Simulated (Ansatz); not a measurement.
# AlNi2: further runs on the relaxed cell

An exercise on one series of results from a longer session: the logs are not shown, and one member is left open.

Method: DFT PBEsol, scalar-relativistic, plane waves, PAW, in Ansatz 0.2.0.

1 further run of the same task is left out (set aside as unsound or not needed).

### The starting structure

The structure is trigonal, space group P-3m1 (No. 164). Conventional cell: a = 3.975 Å, b = 3.975 Å, c = 4.906 Å, α = 90.00°, β = 90.00°, γ = 120.00°. Around Al (site symmetry 3m) lie 8 Ni at 2.37 to 2.48 Å. Ni (site symmetry 3m) has 5 Al at 2.37 to 2.48 Å and 3 Ni at 2.47 Å as nearest neighbours. Ni (site symmetry -3m) has 8 Ni at 2.45 to 2.47 Å and 6 Al at 2.75 Å as nearest neighbours. Ni (site symmetry -3m) has 8 Ni at 2.45 to 2.76 Å and 6 Al at 2.48 Å as nearest neighbours.

As a file:

```
Al Ni
1.0
     3.97490    0.00000    0.00000
    -1.98745    3.44236    0.00000
     0.00000    0.00000    4.90604
Al Ni
2 4
Cartesian
  0.0000 2.2949 0.9448
  1.9874 1.1475 3.9612
  0.0000 2.2949 3.3731
  1.9874 1.1475 1.5330
  0.0000 0.0000 2.4530
  0.0000 0.0000 0.0000
```

It goes back to an entry of the Materials Project, which need not be the stable form.

This cell was relaxed beforehand with the same method: volume 11.19 Å³/atom, gap on the mesh none (metal).

Set-up of the first run:

File input.yaml:

```yaml
crystal:
  lattice:
    - [3.974898953, 0.0, 0.0]
    - [-1.9874494765, 3.4423634708, 0.0]
    - [0.0, 0.0, 4.906044428]
  atoms:
    - { symbol: Al, position: [0.3333333333, 0.6666666667, 0.1925788634] }
    - { symbol: Al, position: [0.6666666667, 0.3333333333, 0.8074211366] }
    - { symbol: Ni, position: [0.3333333333, 0.6666666667, 0.6875372673] }
    - { symbol: Ni, position: [0.6666666667, 0.3333333333, 0.3124627327] }
    - { symbol: Ni, position: [0.0, 0.0, 0.5] }
    - { symbol: Ni, position: [0.0, 0.0, 0.0] }
basis:
  ecutwfc: 420
kpoints:
  mp_grid: { grid: [12, 12, 8] }
  band_path:
    path:
      - [[0.0, 0.0, 0.0], [0.5, 0.0, 0.0], [0.33333333, 0.33333333, 0.0], [0.0, 0.0, 0.0], [0.0, 0.0, 0.5], [0.5, 0.0, 0.5], [0.33333333, 0.33333333, 0.5], [0.0, 0.0, 0.5]]
      - [[0.5, 0.0, 0.5], [0.5, 0.0, 0.0]]
      - [[0.33333333, 0.33333333, 0.5], [0.33333333, 0.33333333, 0.0]]
    npoints: 14
hamiltonian:
  xc: pbesol
scf:
  occupations: { method: gaussian, width: 0.1 }
  n_extra_bands: 15
output:
  forces: true
  stress: true
  eigenvalues: true
  populations: true
  dos: { projected: true, de: 0.02, nscf_kmesh: { grid: [18, 18, 12] } }
  bader: true
  write_density: true
  write_potential: true
  elf: true
  volumetric_format: npy
```

Command:

```
ansatz run input.yaml --threads 1 --pin off --max-ram 2560MiB --backend cpu --events-out ev --progress --plain --runs-dir out
```

Among the steps run: Electronic structure at the relaxed geometry; Point at V/V0 = 0.97; Volume × 1.03; Point at V/V0 = 0.94; Volume × 1.06.

One of the session's tables, all rows but one given; the rest of the session is left out.

It belongs to the step «Fit of the equation of state». 

| volume (Å³/atom) | energy above the lowest point (meV/atom) | pressure (GPa) |
| --- | --- | --- |
| 10.517 | 26.7 | 13.50 |
| 10.853 | 6.3 | 6.20 |
| 11.188 | 0.0 | 0.00 |
| 11.524 | ? | ? |
| 11.860 | 21.5 | -9.70 |

Q: Estimate the row for volume (Å³/atom) = 11.524 from the others.

Worked estimate for «energy above the lowest point (meV/atom)». A straight line through the neighbours (11.188, 0.0) and (11.860, 21.5) gives 0.0 + (21.5 − 0.0) × (11.524 − 11.188) / (11.860 − 11.188) = 10.7; a parabola fitted to 3 rows on both sides gives 5.1.

**Answer.** energy above the lowest point (meV/atom): 5.7; pressure (GPa): -5.25. In «energy above the lowest point (meV/atom)» the line misses by +5.0 and the parabola by -0.6.

To keep in mind: Spin polarisation is off in the runs that give these values; a magnetic solution could lie lower.
